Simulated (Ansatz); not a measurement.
# TaMnB4: the cost of one run

Method: DFT PBE, scalar-relativistic, plane waves, PAW, in Ansatz 0.2.0.

## (1) The starting structure

The structure is cubic, space group F-43m (No. 216). Conventional cell: a = 6.414 Å, b = 6.414 Å, c = 6.414 Å, α = 90.00°, β = 90.00°, γ = 90.00°. Around Ta (site symmetry -43m) lie 12 B at 2.66 Å and 4 Mn at 2.78 Å. Mn (site symmetry -43m) is surrounded by 12 B at 2.66 Å and 4 Ta at 2.78 Å. Around B (site symmetry 3m) lie 6 B at 2.25 to 2.28 Å and 3 Ta at 2.66 Å and 3 Mn at 2.66 Å.

Structure file:

```
Ta Mn B
1.0
     0.00000    3.20709    3.20709
     3.20709    0.00000    3.20709
     3.20709    3.20709    0.00000
Ta Mn B
1 1 4
Direct
  0.25000 0.25000 0.25000
  0.00000 0.00000 0.00000
  0.62422 0.12733 0.62422
  0.62422 0.62422 0.12733
  0.62422 0.62422 0.62422
  0.12733 0.62422 0.62422
```

Recipe of the guess: species swapped into a database cell of YMnNi4 (F-43m, No. 216), with Mn on the Y sites, Ta on the Mn sites and B on the Ni sites. Its size is a rough estimate.

## (2) The guess as it stands, on a coarse mesh

input.yaml

```yaml
crystal:
  lattice:
    - [0.0, 3.20708947, 3.20708947]
    - [3.20708947, 0.0, 3.20708947]
    - [3.20708947, 3.20708947, 0.0]
  atoms:
    - { symbol: Ta, position: [0.25, 0.25, 0.25] }
    - { symbol: Mn, position: [0.0, 0.0, 0.0], spin: 4.0 }
    - { symbol: B, position: [0.62422433, 0.127327, 0.62422433] }
    - { symbol: B, position: [0.62422433, 0.62422433, 0.127327] }
    - { symbol: B, position: [0.62422433, 0.62422433, 0.62422433] }
    - { symbol: B, position: [0.127327, 0.62422433, 0.62422433] }
basis:
  ecutwfc: 420
kpoints:
  mp_grid: { grid: [6, 6, 6] }
hamiltonian:
  xc: pbe
scf:
  occupations: { method: gaussian, width: 0.1 }
  lower_state_search: "off"
output:
  forces: true
  stress: true
  eigenvalues: true
  populations: true
magnetization:
  spin_polarized: true
```

The run is started by

```
$ ansatz run input.yaml --threads 1 --pin off --max-ram 2560MiB --backend cpu --events-out ev --progress --plain --runs-dir out
```

Q: Estimate wall time and peak memory on 1 thread of Intel Xeon 6975P-C (Granite Rapids), shared host.

About 5.9 s, with a peak of 0.4 GiB.
